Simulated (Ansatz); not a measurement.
Runs of Ansatz 0.2.0 on Rb3Ba. The structure is tetragonal, space group I4/mmm (No. 139). Conventional cell: a = 6.743 Å, b = 6.743 Å, c = 14.743 Å, α = 90.00°, β = 90.00°, γ = 90.00°. The cell comes from a database or a generator and needn't be the stable form of this composition.

| task | level | smearing | gap on the mesh (eV) | pressure (GPa) |
| --- | --- | --- | --- | --- |
| single point | RPBE+D4 | tetrahedron | none | (a) |
| single point | PBE | fermi-dirac 0.05 eV | none | 0.0 |
| single point | PBEsol | gaussian 0.05 eV | none | -0.2 |
| single point | PBE | gaussian 0.02 eV | none | 0.0 |

Alike in all rows: potentials or basis Ansatz PAW; no spin polarisation; cell as given; k mesh 6 × 6 × 6; cutoff (eV) 420.

Q: Estimate the missing entries.

A: (a) 0.1.

Caveats: the PAW data sets come from PBE, with cores solved anew for the run's functional, which leaves a small shift of forces and pressure (some runs); the potentials were made for another functional, which shifts forces and pressure (some runs); pairwise dispersion overbinds metals, which lowers pressure and volume (some runs).

A k mesh can miss the band edges, and the runs leave out spin-orbit coupling on Ba, Rb.

A gap of «none» marks a metal or a gap under the smearing width.

Not every run made on this cell is shown here.
